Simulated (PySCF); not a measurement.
# CH7FGe2: the cost of one run

The runs use PySCF 2.14.0, with density-fitted response routines of our own; the level of theory stands in each step. All values are computed, except where a source is named. Atoms count from 0, in the outputs and in this text.

## 1. The starting structure

11 atoms, charge 0, multiplicity 1; geometry from: GFN2-xTB. The atoms were then displaced at random by about 0.01 Å, so the start is not that level's minimum.

Bonds of the start (Å): F0–C1 1.42, C1–Ge2 1.97, C1–Ge3 1.95, C1–H4 1.10, Ge2–H5 1.50, Ge2–H6 1.51, Ge2–H7 1.51, Ge3–H8 1.51, Ge3–H9 1.49, Ge3–H10 1.53.

## 2. Optimising the geometry at PBE0-D3(BJ)/def2-SVP

What the job is given:

```
{"job": {"xc": "PBE0", "basis": "def2-SVP", "d3": "d3bj", "grid": 1, "shake": 0.01, "kind": "geom"}, "charge": 0, "multiplicity": 1}
F     -0.043520    -1.858590     0.525270
C     -0.099070    -0.707360    -0.306330
Ge     1.669930     0.143590    -0.173590
Ge    -1.598700     0.395970     0.285740
H     -0.262360    -1.088830    -1.327690
H      1.795490     1.281120    -1.139410
H      1.912560     0.666560     1.216960
H      2.756750    -0.868660    -0.468210
H     -1.384850     0.924310     1.682910
H     -1.836530     1.542150    -0.632540
H     -2.871590    -0.456100     0.321230
```

Started as:

```bash
> OMP_NUM_THREADS=1 python probes_run.py task.json out
```

One launch serves the whole session: the jobs run in the order shown.

Q: Estimate the wall time and peak memory of this first job on 1 thread of Arm Neoverse N1, shared host.

About 2.2 min, with a peak of 0.53 GiB.
